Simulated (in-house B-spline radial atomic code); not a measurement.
# Ge⁷⁺: excited configurations

How much energy does it take to promote electrons of Ge⁷⁺ to other shells? Each configuration is solved by itself and compared with the reference.

Method: Dirac-Hartree-Fock, average of configuration, Fermi nucleus, basis-set limit. Code: in-house B-spline radial atomic code version 1.

### Step 1. The atom as given

| Property | Result |
| --- | --- |
| element | germanium (Z = 32) |
| charge | +7 |
| electrons | 25 |
| configuration | [Ar] 3d7 |
| Hamiltonian | Dirac-Coulomb |
| nucleus | Fermi, rms radius 4.074 fm |

The outer shells:

[Ar] 3d7
```
[Ar] core
3d [↑↓][↑↓][↑ ][↑ ][↑ ]
```

The boxes draw the filling by Hund's rule, which heavy ions in jj coupling don't follow; these runs average over all states of the configuration.

The run's settings:

```ini
Z = 32
electrons = 25.0
configuration = [Ar] 3d7
hamiltonian = dirac
method = hf
spin_polarised = False
nucleus = fermi
rms_radius = 4.0742
mass_number = 74
atomic_mass = 73.92117776
speed_of_light = 137.035999084
```

The reference is known from an earlier run: -2080.956817 hartree in all. Up to eight levels, counted from the top:

```tsv
orbital	occupation	energy (eV)	<r> (bohr)
2s1/2	2	-1603.22	0.2089
2p1/2	2	-1436.54	0.1810
2p3/2	4	-1404.33	0.1846
3s1/2	2	-337.63	0.6042
3p1/2	2	-279.46	0.6120
3p3/2	4	-274.57	0.6203
3d3/2	2.8	-181.23	0.6268
3d5/2	4.2	-180.49	0.6297
```

### Step 2. Run with [Ne] 3s2 3p5 3d7 7f1

The run's settings:

```ini
Z = 32
electrons = 25.0
configuration = [Ne] 3s2 3p5 3d7 7f1
hamiltonian = dirac
method = hf
spin_polarised = False
nucleus = fermi
rms_radius = 4.0742
mass_number = 74
atomic_mass = 73.92117776
speed_of_light = 137.035999084
```

### Step 3. [Ne] 3s2 3p5 3d7 5p1

Changes to the settings of step 2:

```diff
@@ -2,3 +2,3 @@
 electrons = 25.0
-configuration = [Ne] 3s2 3p5 3d7 7f1
+configuration = [Ne] 3s2 3p5 3d7 5p1
 hamiltonian = dirac
```

### Step 4. Configuration [Ne] 3s2 3p5 3d7 6f1

Changes to the settings of step 3:

```diff
@@ -2,3 +2,3 @@
 electrons = 25.0
-configuration = [Ne] 3s2 3p5 3d7 5p1
+configuration = [Ne] 3s2 3p5 3d7 6f1
 hamiltonian = dirac
```

### Step 5. Configuration [Ar] 3d6 4d1

Changes to the settings of step 4:

```diff
@@ -2,3 +2,3 @@
 electrons = 25.0
-configuration = [Ne] 3s2 3p5 3d7 6f1
+configuration = [Ar] 3d6 4d1
 hamiltonian = dirac
```

### Step 6. Run with [Ne] 3s2 3p5 3d7 6s1

Changes to the settings of step 5:

```diff
@@ -2,3 +2,3 @@
 electrons = 25.0
-configuration = [Ar] 3d6 4d1
+configuration = [Ne] 3s2 3p5 3d7 6s1
 hamiltonian = dirac
```

### Step 7. Run with [Ne] 3s2 3p5 3d7 4s1

Changes to the settings of step 6:

```diff
@@ -2,3 +2,3 @@
 electrons = 25.0
-configuration = [Ne] 3s2 3p5 3d7 6s1
+configuration = [Ne] 3s2 3p5 3d7 4s1
 hamiltonian = dirac
```

### Step 8. [Ar] 3d6 7g1

Changes to the settings of step 7:

```diff
@@ -2,3 +2,3 @@
 electrons = 25.0
-configuration = [Ne] 3s2 3p5 3d7 4s1
+configuration = [Ar] 3d6 7g1
 hamiltonian = dirac
```

### Step 9. [Ne] 3s2 3p5 3d7 7p1

Changes to the settings of step 8:

```diff
@@ -2,3 +2,3 @@
 electrons = 25.0
-configuration = [Ar] 3d6 7g1
+configuration = [Ne] 3s2 3p5 3d7 7p1
 hamiltonian = dirac
```

How far above the reference does each configuration lie (order and size, in eV)?

The runs gave:

| net move | configuration | energy above the reference (eV) | with Breit, QED, recoil (eV) | largest <r> (bohr) |
| --- | --- | --- | --- | --- |
| 3d → 4d | [Ar] 3d6 4d1 | 102.52 | 102.53 | 1.85 |
| 3p → 4s | [Ne] 3s2 3p5 3d7 4s1 | 159.20 | 159.09 | 1.47 |
| 3d → 7g | [Ar] 3d6 7g1 | 159.97 | 159.97 | 7.92 |
| 3p → 5p | [Ne] 3s2 3p5 3d7 5p1 | 218.96 | 218.81 | 2.93 |
| 3p → 6s | [Ne] 3s2 3p5 3d7 6s1 | 235.47 | 235.31 | 4.34 |
| 3p → 6f | [Ne] 3s2 3p5 3d7 6f1 | 248.41 | 248.24 | 5.77 |
| 3p → 7p | [Ne] 3s2 3p5 3d7 7p1 | 249.28 | 249.11 | 6.71 |
| 3p → 7f | [Ne] 3s2 3p5 3d7 7f1 | 255.06 | 254.89 | 8.17 |

Quantum defects of the promoted electron, δ = n − ζ/√(−2ε) with ζ = 8 and ε its orbital energy in hartree:

| promotion | δ |
| --- | --- |
| 3d → 4d | 0.599 |
| 3p → 4s | 1.238 |
| 3d → 7g | 0.004 |
| 3p → 5p | 0.997 |
| 3p → 6s | 1.202 |
| 3p → 6f | 0.084 |
| 3p → 7p | 0.978 |
| 3p → 7f | 0.089 |

**Reading.** At the bottom stands 3d → 4d (102.52 eV), at the top 3p → 7f (255.06 eV). Koopmans' estimate of the ionisation threshold is 180.49 eV; 5 configurations exceed it by over 2 % and could autoionise. Of those tabulated, the defect is largest for 4s (1.24) and least for 7g (0.00): low angular momentum penetrates the core, high angular momentum stays outside it. Two partly filled shells share a symmetry and can mix in the average, which may lower the energy, for: 3d → 4d; 3p → 5p; 3p → 7p. These are averages over configurations, without correlation, not spectroscopic levels.
